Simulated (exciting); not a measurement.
# MgB (Pm-3m) in exciting: reference runs

Aim: a first look at MgB with PBEsol, on the cell as given.

All numbers are computed with exciting (release sodium); they aren't measurements. Logs are shortened: lines on timing, memory, paths and dates and some standing lists are left out, and cuts for length are marked.

### 1 The structure

Symmetry: Pm-3m, No. 221, cubic system. The conventional cell has a = 2.895 Å, b = 2.895 Å, c = 2.895 Å, α = 90.00°, β = 90.00°, γ = 90.00°. Around Mg (site symmetry m-3m) lie 8 B at 2.51 Å. Around B (site symmetry m-3m) lie 8 Mg at 2.51 Å.

The cell was built by a generator and needn't be a form met in nature.

### 2 Single point, PBEsol

input.xml

```xml
<input>
  <title>MgB</title>
  <structure speciespath="./" tshift="false">
    <crystal scale="1">
      <basevect>5.471040589710 0.000000000000 0.000000000000</basevect>
      <basevect>0.000000000000 5.471040589710 0.000000000000</basevect>
      <basevect>0.000000000000 0.000000000000 5.471040589710</basevect>
    </crystal>
    <species speciesfile="Mg.xml" rmt="2">
      <atom coord="0.000000000000 0.000000000000 0.000000000000"/>
    </species>
    <species speciesfile="B.xml" rmt="1.45">
      <atom coord="0.500000000000 0.500000000000 0.500000000000"/>
    </species>
  </structure>
  <groundstate do="fromscratch" ngridk="9 9 9" rgkmax="7" gmaxvr="14" lmaxapw="10" lmaxmat="10" lmaxvr="8" xctype="GGA_PBE_SOL" stype="Fermi Dirac" swidth="0.00183747" nempty="10" ValenceRelativity="iora*" epsengy="1e-05" epspot="1e-05" maxscl="60" tforce="true" outputlevel="normal"/>
</input>
```

Potentials or basis: all-electron LAPW+lo, shipped species files, valence relativity iora*.

Command:

```sh
> OMP_NUM_THREADS=1 exciting_smp
```

INFO.OUT:

```text
================================================================================
EXCITING SODIUM started
[... 10 lines left out ...]

 Lattice vectors (cartesian) :
      5.4710405897      0.0000000000      0.0000000000
      0.0000000000      5.4710405897      0.0000000000
      0.0000000000      0.0000000000      5.4710405897

 Reciprocal lattice vectors (cartesian) :
      1.1484442866      0.0000000000      0.0000000000
      0.0000000000      1.1484442866      0.0000000000
      0.0000000000      0.0000000000      1.1484442866

 Unit cell volume                           :     163.7607469123
 Brillouin zone volume                      :       1.5147110533

 Species :    1 (Mg)
     parameters loaded from                 :    Mg.xml
     name                                   :    magnesium
     nuclear charge                         :     -12.00000000
     electronic charge                      :      12.00000000
     atomic mass                            :   44305.30463000
     muffin-tin radius                      :       2.00000000
     # of radial points in muffin-tin       :     300

     atomic positions (lattice) :
       1 :   0.00000000  0.00000000  0.00000000

 Species :    2 (B)
     parameters loaded from                 :    B.xml
     name                                   :    boron
     nuclear charge                         :      -5.00000000
     electronic charge                      :       5.00000000
     atomic mass                            :   19707.24741000
     muffin-tin radius                      :       1.45000000
     # of radial points in muffin-tin       :     250

     atomic positions (lattice) :
       1 :   0.50000000  0.50000000  0.50000000

 Total number of atoms per unit cell        :       2

 Spin treatment                             :    spin-unpolarised

 Number of Bravais lattice symmetries       :      48
 Number of crystal symmetries               :      48

 k-point grid                               :       9    9    9
 Total number of k-points                   :      35
[... 35 lines left out ...]
 Using multisecant Broyden potential mixing
[... 6 lines left out ...]
* Groundstate module started                                                   *
********************************************************************************
 Output level for this task is set to normal

++++++++++++++++++++++++++++++++++++++++++++++++++++++++++++++++++++++++++++++++
[... 5 lines left out ...]
+ SCF iteration number :    1                                                  +
++++++++++++++++++++++++++++++++++++++++++++++++++++++++++++++++++++++++++++++++
 Total energy                               :      -224.10584397
 _______________________________________________________________
 Fermi energy                               :         0.21338384
 Kinetic energy                             :       225.00184588
 Coulomb energy                             :      -429.19315320
 Exchange energy                            :       -19.19747032
 Correlation energy                         :        -0.71706632
[... 618 lines left out ...]
 RMS change in effective potential (target) :  0.690721E-06  ( 0.100000E-04)
 Absolute change in total energy   (target) :  0.105656E-05  ( 0.100000E-04)
 Charge distance                   (target) :  0.238594E-07  ( 0.100000E-04)
 Abs. change in max-nonIBS-force   (target) :   0.00000      ( 0.500000E-04)

++++++++++++++++++++++++++++++++++++++++++++++++++++++++++++++++++++++++++++++++
| Convergency criteria checked for the last 2 iterations                       +
| Convergence targets achieved. Performing final SCF iteration                 +
++++++++++++++++++++++++++++++++++++++++++++++++++++++++++++++++++++++++++++++++
 Total energy                               :      -224.57429867
 _______________________________________________________________
 Fermi energy                               :         0.23069255
 Kinetic energy                             :       224.57958992
 Coulomb energy                             :      -429.24069361
 Exchange energy                            :       -19.19364064
 Correlation energy                         :        -0.71955434

 DOS at Fermi energy (states/Ha/cell)       :        23.75698869

 Electron charges :
     core                                   :         4.00000000
     core leakage                           :         0.00076121
     valence                                :        13.00000000
     interstitial                           :         3.61029585
     charge in muffin-tin spheres :
                  atom     1    Mg          :        10.37236835
                  atom     2     B          :         3.01733580
     total charge in muffin-tins            :        13.38970415
     total charge                           :        17.00000000

++++++++++++++++++++++++++++++++++++++++++++++++++++++++++++++++++++++++++++++++
+ Self-consistent loop stopped                                                 +
++++++++++++++++++++++++++++++++++++++++++++++++++++++++++++++++++++++++++++++++
 STATE.OUT is written

--------------------------------------------------------------------------------
- Writing atomic positions and forces                                          -
--------------------------------------------------------------------------------

 Atomic positions (lattice) :
 atom     1  Mg  :     0.00000000    0.00000000    0.00000000
 atom     2   B  :     0.50000000    0.50000000    0.50000000

 Total atomic forces including IBS (cartesian) :
 atom     1  Mg  :    -0.00000000    0.00000000    0.00000000
 atom     2   B  :     0.00000000    0.00000000    0.00000000

 Atomic force components including IBS (cartesian) :
 atom     1  Mg  :    -0.00000000    0.00000000   -0.00000000   HF force
                 :     0.00000000    0.00000000    0.00000000   core correction
                 :     0.00000000    0.00000000   -0.00000000   IBS correction
 atom     2   B  :     0.00000000    0.00000000    0.00000000   HF force
                 :    -0.00000000   -0.00000000   -0.00000000   core correction
                 :    -0.00000000   -0.00000000    0.00000000   IBS correction

********************************************************************************
* Groundstate module stopped                                                   *
********************************************************************************

--------------------------------------------------------------------------------
- CAUTION! Warnings have been written in file WARNING.OUT !                    -
--------------------------------------------------------------------------------
================================================================================
| EXCITING SODIUM stopped                                                      =
================================================================================
```

LINENGY.OUT:

```text
Species :    1 (Mg), atom :    1
 APW functions :
  l =  0, order =  1 :   0.5000000000
  l =  1, order =  1 :   0.9025000000
  l =  2, order =  1 :   0.1500000000
  l =  2, order =  2 :   0.1500000000
  l =  3, order =  1 :   0.1500000000
  l =  3, order =  2 :   0.1500000000
[... 12 lines left out ...]
  l = 10, order =  1 :   0.1500000000
  l = 10, order =  2 :   0.1500000000
 local-orbital functions :
  l.o. =  1, l =  0, order =  1 :   0.5000000000
  l.o. =  1, l =  0, order =  2 :   0.5000000000
  l.o. =  2, l =  1, order =  1 :   0.9025000000
  l.o. =  2, l =  1, order =  2 :   0.9025000000
  l.o. =  3, l =  0, order =  1 :   0.5000000000
  l.o. =  3, l =  0, order =  2 :   0.5000000000
  l.o. =  3, l =  0, order =  3 :   -2.523900000
  l.o. =  4, l =  1, order =  1 :   0.9025000000
  l.o. =  4, l =  1, order =  2 :   0.9025000000
  l.o. =  4, l =  1, order =  3 :   -1.307750000

Species :    2 (B), atom :    1
 APW functions :
  l =  0, order =  1 :   0.1625000000
  l =  1, order =  1 :   0.3700000000
  l =  2, order =  1 :   0.1500000000
  l =  2, order =  2 :   0.1500000000
  l =  3, order =  1 :   0.1500000000
  l =  3, order =  2 :   0.1500000000
[... 12 lines left out ...]
  l = 10, order =  1 :   0.1500000000
  l = 10, order =  2 :   0.1500000000
 local-orbital functions :
  l.o. =  1, l =  0, order =  1 :   0.1625000000
  l.o. =  1, l =  0, order =  2 :   0.1625000000
  l.o. =  2, l =  1, order =  1 :   0.3700000000
  l.o. =  2, l =  1, order =  2 :   0.3700000000
```

WARNINGS.OUT:

```text
Inversion symmetry is present. Consider using input%groundstate%solver%type = "inversionsymmetry"
```

Wall time 2.1 min (1 thread of Arm Neoverse V1, shared host); peak memory 0.12 GiB.

Results:

- Free energy: -6110.9848 eV
- Band gap on the k mesh: none (metal or under the smearing width)
- All electrons inside the program's atomic spheres: Mg 10.37; B 3.02 (radii Mg 2.0, B 1.45 bohr)

Caveat: the log's total energy holds no entropy term; the free energy is that total less TS from the occupations.
